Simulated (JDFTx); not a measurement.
**InAg under changes of volume**

One of the cells (20.797 Å³/atom); the others are scaled copies at fixed shape and fractional positions:

```
CELL_PARAMETERS angstrom
3.46479 0.00000 0.00000
0.00000 3.46479 0.00000
0.00000 0.00000 3.46479
ATOMIC_POSITIONS crystal
In 0.50000 0.50000 0.50000
Ag 0.00000 0.00000 0.00000
```

The cell comes from a database or a generator and needn't be the stable form of this composition.

| Quantity | Value |
| --- | --- |
| Program | JDFTx 1.7.0 (patched build) |
| Functional | PBEsol |
| Potentials or basis | PseudoDojo-SR-PBEsol-0.4.1-standard with smoothed tails |
| Cutoff | 1116 eV |
| Density cutoff | 8925 eV |
| k mesh | 8 × 8 × 8 |
| Occupations | fermi-dirac, width 0.05 eV |
| Spin | no spin polarisation |

| volume (Å³/atom) | energy over the lowest point (meV/atom) | pressure (GPa) |
| --- | --- | --- |
| 19.549 | 2.86 | 1.9 |
| 19.965 | 0.00 | 0.2 |
| 20.381 | 1.39 | -1.3 |
| 20.797 | 6.38 | -2.6 |
| 21.213 | 14.43 | -3.6 |
| 21.629 | ? | ? |
| 22.045 | 37.86 | -5.4 |

Q: What does the run at 21.629 Å³/atom give?

A: Energy over the lowest point 25.05 meV/atom; pressure -4.6 GPa.

Worked out: A Birch-Murnaghan fit of order 3 (a polynomial in V^(-2/3)) to the other rows has its minimum at 20.03 Å³/atom with B0 = V·E''(V) = 77 GPa and B' = 6.7. It gives 25.06 meV/atom at 21.629 Å³/atom, against the run's 25.05, and -dE/dV = -4.5 GPa, against -4.6.

Energies are extrapolated to zero smearing.
